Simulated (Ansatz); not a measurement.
# H₈OSSi₃: up Jacob's ladder to CCSD(T)

How much do the methods differ for H₈OSSi₃? The plan is to run it at one geometry with functionals of several rungs and with coupled cluster. The yardstick is the atomisation energy at the CCSD(T) limit.

The runs use Ansatz 0.2.0, Gaussian basis; functionals in def2-TZVPP, the program's frozen cores in correlated methods.

Plan: LDA (SPW92), PBE-D4, revPBE-D4, BLYP-D4, r2SCAN-D4, B97M-V, PBE0-D4, B3LYP-D4, r2SCANh-D4, r2SCAN0-D4, HSE06-D4, BHLYP-D4, CAM-B3LYP-D4, LC-ωPBE, ωB97X-V, ωB97M-V, B2PLYP, PBE-QIDH; CCSD(T)/def2-SVP; CCSD(T)/def2-TZVPP; MP2/def2-QZVPP; extrapolation to the limit; RPA on PBE.

### Step 1. The relaxed structure

All runs share one geometry, relaxed beforehand with PBE0-D4 in a triple-zeta def2 set.

SMILES `O[SiH]([SiH3])[SiH2]S`, 13 atoms, charge 0, spin multiplicity 1.

Atoms are counted from 1 here; the program's logs count them from 0.

Bond lengths: O1–Si2 1.656 Å, O1–H6 0.963 Å, Si2–Si3 2.338 Å, Si2–Si4 2.345 Å, Si2–H7 1.496 Å, Si3–H8 1.489 Å, Si3–H9 1.487 Å, Si3–H10 1.487 Å, Si4–S5 2.160 Å, Si4–H11 1.488 Å, Si4–H12 1.486 Å, S5–H13 1.344 Å. Angles: Si2–O1–H6 114.5°, O1–Si2–Si3 109.0°, O1–Si2–Si4 106.1°, O1–Si2–H7 111.4°, Si3–Si2–Si4 114.3°, Si3–Si2–H7 109.4°, Si4–Si2–H7 106.7°, Si2–Si3–H8 108.2°, Si2–Si3–H9 111.7°, Si2–Si3–H10 110.3°, H8–Si3–H9 108.8°, H8–Si3–H10 108.7°, H9–Si3–H10 109.2°, Si2–Si4–S5 104.6°, Si2–Si4–H11 115.1°, Si2–Si4–H12 112.8°, S5–Si4–H11 111.3°, S5–Si4–H12 103.2° and more.

### Step 2. LDA

This LDA is Slater exchange with PW92 correlation.

in.yaml

```yaml
crystal:
  periodic: [false, false, false]
  atoms:
    - {symbol: O, position_ang: [-0.494530, 0.439850, 1.847648]}
    - {symbol: Si, position_ang: [-0.348193, -0.433158, 0.447917]}
    - {symbol: Si, position_ang: [1.511070, -1.839398, 0.620724]}
    - {symbol: Si, position_ang: [-0.210135, 1.137857, -1.288003]}
    - {symbol: S, position_ang: [-1.585509, 2.702961, -0.717116]}
    - {symbol: H, position_ang: [-0.933872, 1.290540, 1.744408]}
    - {symbol: H, position_ang: [-1.571070, -1.254833, 0.186331]}
    - {symbol: H, position_ang: [1.617815, -2.624979, -0.640007]}
    - {symbol: H, position_ang: [1.381868, -2.782510, 1.763235]}
    - {symbol: H, position_ang: [2.751111, -1.036181, 0.788586]}
    - {symbol: H, position_ang: [-0.523280, 0.610679, -2.643509]}
    - {symbol: H, position_ang: [1.100741, 1.836682, -1.329759]}
    - {symbol: H, position_ang: [-2.675717, 1.917689, -0.765757]}
basis:
  gaussian: {orbitals: def2-TZVPP}
hamiltonian: {xc: lda}
output: {orbitals: {seedname: orbitals}}
```

Command:

```
$ ansatz run in.yaml --threads 4 --pin off --events-out ev --progress --plain --max-ram 10444MiB
```

After this run come: PBE-D4 (GGA); revPBE-D4 (GGA); BLYP-D4 (GGA); r2SCAN-D4 (meta-GGA); B97M-V (meta-GGA); B3LYP-D4 (hybrid); r2SCANh-D4 (hybrid); r2SCAN0-D4 (hybrid); HSE06-D4 (hybrid); BHLYP-D4 (hybrid); CAM-B3LYP-D4 (range-separated); LC-ωPBE (range-separated); ωB97X-V (range-separated); ωB97M-V (range-separated); B2PLYP (double hybrid); PBE-QIDH (double hybrid); CCSD(T) in def2-SVP; CCSD(T) in def2-TZVPP; MP2 in def2-QZVPP; RPA on PBE orbitals.

Q: Predict the results of all the runs planned. Wanted: atomisation energy, CCSD(T)/CBS; farthest beyond LDA; mean size of error, GGA; mean size of error, meta-GGA; mean size of error, hybrid; mean size of error, range-separated; mean size of error, double hybrid; gap, smallest and largest; T1 diagnostic.

As calculated:

```
                               quantity                                      value
        atomisation energy, CCSD(T)/CBS                                  41.994 eV
    functionals within 0.210 eV (0.5 %)   r2SCAN-D4, B97M-V, CAM-B3LYP-D4, ωB97M-V
                    farthest beyond LDA                       BHLYP-D4 (-0.982 eV)
                mean size of error, GGA                                   0.616 eV
           mean size of error, meta-GGA                                   0.136 eV
             mean size of error, hybrid                                   0.546 eV
    mean size of error, range-separated                                   0.329 eV
      mean size of error, double hybrid                                   0.834 eV
              gap, smallest and largest  4.25 eV (LDA (SPW92)), 10.94 eV (LC-ωPBE)
                          T1 diagnostic                                     0.0130
triples share of the correlation energy                                      3.8 %
```

What this shows: The LDA atomisation energy is off by 4.869 eV (12 %): it overbinds. PBE-D4 is off by -0.255 eV. Double hybrids carry the basis error of their MP2 part in triple zeta, and no dispersion term here, so their miss is partly the set-up's. By mean error the best rung here is meta-GGA (0.136 eV) and the worst beyond LDA is double hybrid (0.834 eV). Misses under about 0.210 eV are within the doubt on the reference itself, which lacks core-valence correlation, relativity and higher excitations. Hartree-Fock recovers 73 % of the binding; the rest is correlation. CCSD(T) in def2-SVP is off by -3.555 eV, worse than the median functional, from the basis alone. Orbital gaps span 4.3 to 10.9 eV; exact exchange widens them.
